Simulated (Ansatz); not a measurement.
**CH3FOSSi: one molecule under many settings**

How do the results and run time of CH3FOSSi respond when the settings are drawn wide?

Method: the settings change from run to run; program: Ansatz 0.2.0, Gaussian basis.

## 1. The molecule

The geometry comes from an earlier relaxation with PBE0-D4 in a triple-zeta def2 set; it is a stationary point, not always the lowest conformer.

SMILES `O[Si@H]1S[C@H]1F`, 8 atoms, charge 0, spin multiplicity 1.

Atoms are counted from 1 here; the program's logs count them from 0.

Bond lengths: O1–Si2 1.627 Å, O1–H6 0.961 Å, Si2–S3 2.084 Å, Si2–C4 1.845 Å, Si2–H7 1.471 Å, S3–C4 1.860 Å, C4–F5 1.373 Å, C4–H8 1.086 Å. Angles: Si2–O1–H6 117.1°, O1–Si2–S3 122.1°, O1–Si2–C4 119.8°, O1–Si2–H7 107.1°, S3–Si2–C4 56.1°, S3–Si2–H7 120.6°, C4–Si2–H7 124.0°, Si2–S3–C4 55.4°, Si2–C4–S3 68.5°, Si2–C4–F5 117.7°, Si2–C4–H8 127.2°, S3–C4–F5 113.9°, S3–C4–H8 112.5°, F5–C4–H8 109.6°.

## 2. revPBE0/def2-TZVP

Set apart from the defaults: unrestricted orbitals, a grid of angular degree 47.

File in.yaml:

```yaml
crystal:
  periodic: [false, false, false]
  atoms:
    - {symbol: O, position_ang: [-0.009837, 1.755663, 0.726824]}
    - {symbol: Si, position_ang: [0.695086, 0.412890, 0.137204]}
    - {symbol: S, position_ang: [0.394520, -1.463324, 0.993564]}
    - {symbol: C, position_ang: [-0.342191, -0.910907, -0.622189]}
    - {symbol: F, position_ang: [-1.705592, -0.752971, -0.585957]}
    - {symbol: H, position_ang: [-0.889134, 1.660468, 1.101665]}
    - {symbol: H, position_ang: [2.022523, 0.805240, -0.359677]}
    - {symbol: H, position_ang: [-0.073176, -1.564158, -1.447234]}
basis:
  gaussian: {orbitals: def2-TZVP, final_grid: {core_spheres: 20, valence_spheres: 16, degree: 47}}
magnetization: {spin_polarized: true, initial_magnetization: 0}
hamiltonian: {xc: {name: revPBE0}}
```

On the command line:

```bash
$ ansatz run in.yaml --threads 2 --pin off --events-out ev --progress --plain --max-ram 4352MiB
```

Log:

```text
Functional definition: revPBE0
  name "revPBE0"
  cite "Zhang & Yang, Phys. Rev. Lett. 80, 890 (1998) doi:10.1103/PhysRevLett.80.890"
  cite "Adamo & Barone, J. Chem. Phys. 110, 6158 (1999) doi:10.1063/1.478522"
  cite "Perdew, Burke & Ernzerhof, Phys. Rev. Lett. 77, 3865 (1996) doi:10.1103/PhysRevLett.77.3865"
  parameter a = 0.25
  parameter kappa = 1.245
  parameter beta = 0.06672455060314922
  exchange = (1 - a)*pbe_x(kappa = kappa, mu = beta*pi^2/3) + a*exact_x
  correlation = pbe_c(beta = beta)
1158 factors; their error is unknown
mean field evaluation 1: about -24555.1080 eV, gradient 4.1e1 eV
mean field evaluation 2: about -24546.9149 eV, gradient 6.1e1 eV
mean field evaluation 4: about -24560.7042 eV, gradient 2.5e0 eV
mean field evaluation 8: about -24560.7316 eV, gradient 6.6e-2 eV
mean field evaluation 16: about -24560.7997 eV, gradient 6.1e-5 eV
mean field -24560.79968263 eV, -902.5927404287 hartree, gradient 6.1e-5 eV, S^2 0.000000; 0 other end points of the search recorded, 0 dependent functions left out
reference -24560.79971647 eV, -902.5927416724 hartree; 28, 28 occupied and 157, 157 virtual orbitals, 1158 factors
Total energy: -24560.79971647 eV, -902.5927416724 hartree
```

Run time: 9.5 s. Hardware: 2 threads of Arm Neoverse V1, shared host; peak memory 0.59 GiB.

⟨S²⟩ 0.000.

## 3. B2GP-PLYP/pcseg-2

Options: finite nuclei.

in.yaml: that of step 2 with these lines changed.

```diff
@@ -12,4 +12,3 @@
 basis:
-  gaussian: {orbitals: def2-TZVP, final_grid: {core_spheres: 20, valence_spheres: 16, degree: 47}}
-magnetization: {spin_polarized: true, initial_magnetization: 0}
-hamiltonian: {xc: {name: revPBE0}}
+  gaussian: {orbitals: pcseg-2, nuclear_model: gaussian}
+hamiltonian: {xc: {name: B2GP-PLYP}}
```

Launched as before.

Log:

```text
Functional definition: B2GP-PLYP
  name "B2GP-PLYP"
  cite "Karton, Tarnopolsky, Lamère, Schatz & Martin, J. Phys. Chem. A 112, 12868 (2008) doi:10.1021/jp801805p"
  cite "Becke, Phys. Rev. A 38, 3098 (1988) doi:10.1103/PhysRevA.38.3098"
  cite "Lee, Yang & Parr, Phys. Rev. B 37, 785 (1988) doi:10.1103/PhysRevB.37.785"
  parameter a = 0.65
  parameter c = 0.36
  exchange = (1 - a)*b88_x + a*exact_x
  correlation = (1 - c)*lyp_c + c*(mp2_os + mp2_ss)
1227 factors; integrals over basis functions are off by at most 1.1e-3 eV
mean field evaluation 1: about -24538.6929 eV, gradient 4.7e1 eV
mean field evaluation 2: about -24538.9291 eV, gradient 4.7e1 eV
mean field evaluation 4: about -24542.6355 eV, gradient 3.8e0 eV
mean field evaluation 8: about -24542.6831 eV, gradient 4.4e-1 eV
mean field evaluation 16: about -24542.6837 eV, gradient 5.0e-4 eV
mean field -24542.68365082 eV, -901.9269885390 hartree, gradient 3.1e-6 eV, S^2 0.000000; 0 other end points of the search recorded, 0 dependent functions left out
13 core orbitals not correlated: weight in the atoms' cores, before any rotation towards them, 1.000 or more for the frozen orbitals, at most 0.000 for the correlated occupied ones
reference -24542.68377416 eV, -901.9269930718 hartree; 15, 15 occupied and 172, 172 virtual orbitals, 1227 factors
second order -28.62692813 eV of doubles, -0.00000000 eV of singles
Total energy: -24552.98946828 eV, -902.3057203455 hartree
```

Run time: 7.5 s. Hardware: 2 threads of Arm Neoverse V1, shared host.

## 4. B97M-V/STO-3G

This run has unrestricted orbitals, density fitting with cc-pVTZ-jkfit, a point charge of 0.50 e beside it, high accuracy, the search for lower states set to off.

in.yaml: that of step 3 with these lines changed.

```diff
@@ -12,3 +12,6 @@
 basis:
-  gaussian: {orbitals: pcseg-2, nuclear_model: gaussian}
-hamiltonian: {xc: {name: B2GP-PLYP}}
+  gaussian: {orbitals: STO-3G, fitting: {mean_field: cc-pVTZ-jkfit}, point_charges: [{charge: 0.50, position_ang: [5.015, 0.217, 0.525]}]}
+magnetization: {spin_polarized: true, initial_magnetization: 0}
+hamiltonian: {xc: {name: B97M-V}}
+accuracy: high
+scf: {lower_state_search: off}
```

The command is unchanged.

Log:

```text
Functional definition: B97M-V
  name "B97M-V"
  cite "Mardirossian & Head-Gordon, J. Chem. Phys. 142, 074111 (2015) doi:10.1063/1.4907719"
  cite "Becke, J. Chem. Phys. 107, 8554 (1997) doi:10.1063/1.475007"
  cite "Vydrov & Van Voorhis, J. Chem. Phys. 133, 244103 (2010) doi:10.1063/1.3521275"
  # Of w^i u^j: cxij and so on, Table III.
  parameter cx00 = 1.000
  parameter cx01 = 1.308
  parameter cx02 = 1.901
  parameter cx10 = 0.416
  parameter cx11 = 3.070
  parameter css00 = 1.000
  parameter css02 = -1.855
  parameter css10 = -5.668
  parameter css32 = -20.497
  parameter css42 = -20.364
  parameter cos00 = 1.000
  parameter cos01 = 1.573
  parameter cos03 = -6.298
  parameter cos10 = 2.535
  parameter cos32 = -6.427
  parameter b = 6.0
  parameter c = 0.01
  gx(w, u) = cx00 + cx01*u + cx02*u^2 + (cx10 + cx11*u)*w
  gss(w, u) = css00 + css02*u^2 + css10*w + (css32*w^3 + css42*w^4)*u^2
  gos(w, u) = cos00 + cos01*u + cos03*u^3 + cos10*w + cos32*w^3*u^2
  exchange = spin_sum(e_x_unif_s*gx(b97_w, b97_u_x))
  correlation = spin_sum(e_c_pw_mod_same_spin*gss(b97_w, b97_u_same))
      + integral(e_c_pw_mod_opposite_spin*gos(b97_w_opposite, b97_u_opposite)) + vv10(b, c)
these checks for a lower state are left out or cut short: stability, starts, cluster_reference, orbital_swaps, neighbouring_geometries, increment
569 factors; integrals over basis functions are off by at most 8.4e-4 eV
mean field evaluation 1: about -24266.1487 eV, gradient 1.8e1 eV
mean field evaluation 2: about -24263.6976 eV, gradient 2.8e1 eV
mean field evaluation 4: about -24268.4121 eV, gradient 1.3e0 eV
mean field evaluation 8: about -24268.4292 eV, gradient 1.7e-2 eV
mean field evaluation 16: about -24268.4292 eV, gradient 6.1e-8 eV
mean field -24268.42920484 eV, -891.8483235459 hartree, gradient 6.2e-8 eV, S^2 0.000000; 0 other end points of the search recorded, 0 dependent functions left out
reference -24268.42920805 eV, -891.8483236639 hartree; 28, 28 occupied and 8, 8 virtual orbitals, 569 factors
Total energy: -24268.42920805 eV, -891.8483236639 hartree
Checks for a lower state left out: stability, starts, cluster_reference, orbital_swaps, neighbouring_geometries, increment
```

It took 16 s on 2 threads of Arm Neoverse V1, shared host.

⟨S²⟩ 0.000.

## 5. rPW86-PBE/def2-TZVPD

Options: charge -1, multiplicity 2, finite nuclei, D3(BJ) with three-body dispersion, relativity set to scalar.

in.yaml: that of step 4 with these lines changed.

```diff
@@ -12,6 +12,6 @@
 basis:
-  gaussian: {orbitals: STO-3G, fitting: {mean_field: cc-pVTZ-jkfit}, point_charges: [{charge: 0.50, position_ang: [5.015, 0.217, 0.525]}]}
-magnetization: {spin_polarized: true, initial_magnetization: 0}
-hamiltonian: {xc: {name: B97M-V}}
-accuracy: high
-scf: {lower_state_search: off}
+  gaussian: {orbitals: def2-TZVPD, nuclear_model: gaussian}
+total_charge: -1
+magnetization: {spin_polarized: true, initial_magnetization: 1}
+hamiltonian: {xc: {name: rPW86-PBE}, dispersion: d3bjatm, pseudopotentials: {relativity: scalar}}
+output: {forces: true}
```

Same command.

Log:

```text
Functional definition: rPW86-PBE
  name "rPW86-PBE"
  cite "Murray, Lee & Langreth, J. Chem. Theory Comput. 5, 2754 (2009) doi:10.1021/ct900365q"
  cite "Perdew, Burke & Ernzerhof, Phys. Rev. Lett. 77, 3865 (1996) doi:10.1103/PhysRevLett.77.3865"
  parent pbe
  exchange = rpw86_x
  correlation = pbe_c
1276 factors; their error is unknown
mean field evaluation 1: about -24633.6984 eV, gradient 3.9e1 eV
mean field evaluation 2: about -24613.8941 eV, gradient 8.3e1 eV
mean field evaluation 4: about -24638.3306 eV, gradient 1.5e1 eV
mean field evaluation 8: about -24639.8702 eV, gradient 3.7e-1 eV
mean field evaluation 16: about -24639.8529 eV, gradient 1.3e-2 eV
mean field evaluation 32: about -24639.8529 eV, gradient 4.0e-5 eV
mean field evaluation 64: about -24639.7636 eV, gradient 1.0e0 eV
mean field -24639.85293434 eV, -905.4978938447 hartree, gradient 6.7e-6 eV, S^2 0.750604; 10 other end points of the search recorded, 0 dependent functions left out
the calculation of the forces begins
reference -24639.85304331 eV, -905.4978978495 hartree; 29, 28 occupied and 204, 205 virtual orbitals, 1276 factors
Total energy: -24640.04210547 eV, -905.5048457556 hartree
Relativity: scalar
Atom 0 at    -0.009837     1.755663     0.726824 Å, force     0.749860     1.157113    -0.266119 eV/Å
Atom 1 at     0.695086     0.412890     0.137204 Å, force     0.347371     0.196050     0.198565 eV/Å
Atom 2 at     0.394520    -1.463324     0.993564 Å, force     0.246554    -1.127843     0.517626 eV/Å
Atom 3 at    -0.342191    -0.910907    -0.622189 Å, force     1.223027     0.019362    -0.266172 eV/Å
Atom 4 at    -1.705592    -0.752971    -0.585957 Å, force    -1.580845     0.051148    -0.183813 eV/Å
Atom 5 at    -0.889134     1.660468     1.101665 Å, force    -1.136656    -0.027315     0.458479 eV/Å
Atom 6 at     2.022523     0.805240    -0.359677 Å, force     0.154540    -0.100927    -0.321885 eV/Å
Atom 7 at    -0.073176    -1.564158    -1.447234 Å, force    -0.003852    -0.167589    -0.136680 eV/Å
Dipole moment:     0.254512    -0.056103    -1.031336 e Å
```

It took 49 s on 2 threads of Arm Neoverse V1, shared host; peak memory 0.89 GiB.

Largest force 1.592 eV/Å, ⟨S²⟩ 0.751.

## 6. wB97/def2-SVPD

This run has relativity set to scalar.

in.yaml: that of step 5 with these lines changed.

```diff
@@ -12,6 +12,3 @@
 basis:
-  gaussian: {orbitals: def2-TZVPD, nuclear_model: gaussian}
-total_charge: -1
-magnetization: {spin_polarized: true, initial_magnetization: 1}
-hamiltonian: {xc: {name: rPW86-PBE}, dispersion: d3bjatm, pseudopotentials: {relativity: scalar}}
-output: {forces: true}
+  gaussian: {orbitals: def2-SVPD}
+hamiltonian: {xc: {name: wB97}, pseudopotentials: {relativity: scalar}}
```

Launched as before.

Log:

```text
Functional definition: wB97
  name "wB97"
  cite "Chai & Head-Gordon, J. Chem. Phys. 128, 084106 (2008) doi:10.1063/1.2834918"
  cite "Becke, J. Chem. Phys. 107, 8554 (1997) doi:10.1063/1.475007"
  parameter omega = 0.4/bohr
  parameter cx1 = 1.13116
  parameter cx2 = -2.74915
  parameter cx3 = 12.0900
  parameter cx4 = -5.71642
  parameter css1 = -2.55352
  parameter css2 = 11.8926
  parameter css3 = -26.9452
  parameter css4 = 17.0927
  parameter cos1 = 3.99051
  parameter cos2 = -17.0066
  parameter cos3 = 1.07292
  parameter cos4 = 8.88211
  # The coefficients of nought are those of the uniform gas.
  exchange = spin_sum(e_x_unif_sr(omega)*poly(b97_u_x, 1, cx1, cx2, cx3, cx4)) + exact_x_lr(omega)
  correlation = spin_sum(e_c_pw_same_spin*poly(b97_u_same, 1, css1, css2, css3, css4))
      + integral(e_c_pw_opposite_spin*poly(b97_u_opposite, 1, cos1, cos2, cos3, cos4))
1229 factors; their error is unknown
608 factors; integrals over basis functions are off by at most 4.1e-5 eV
mean field evaluation 1: about -24593.4585 eV, gradient 4.8e1 eV
mean field evaluation 2: about -24593.0901 eV, gradient 5.2e1 eV
mean field evaluation 4: about -24597.5332 eV, gradient 1.3e0 eV
mean field evaluation 8: about -24597.5386 eV, gradient 6.5e-2 eV
mean field evaluation 16: about -24597.4930 eV, gradient 1.0e-4 eV
mean field -24597.49297923 eV, -903.9411942073 hartree, gradient 4.7e-5 eV, S^2 0.000000; 0 other end points of the search recorded, 0 dependent functions left out
reference -24597.49296464 eV, -903.9411936710 hartree; 28, 28 occupied and 113, 113 virtual orbitals, 1229 factors
Total energy: -24597.49296464 eV, -903.9411936710 hartree
Relativity: scalar
```

Run time: 7 s. Hardware: 2 threads of Arm Neoverse V1, shared host.

(Part 1 of 2 ends here.)
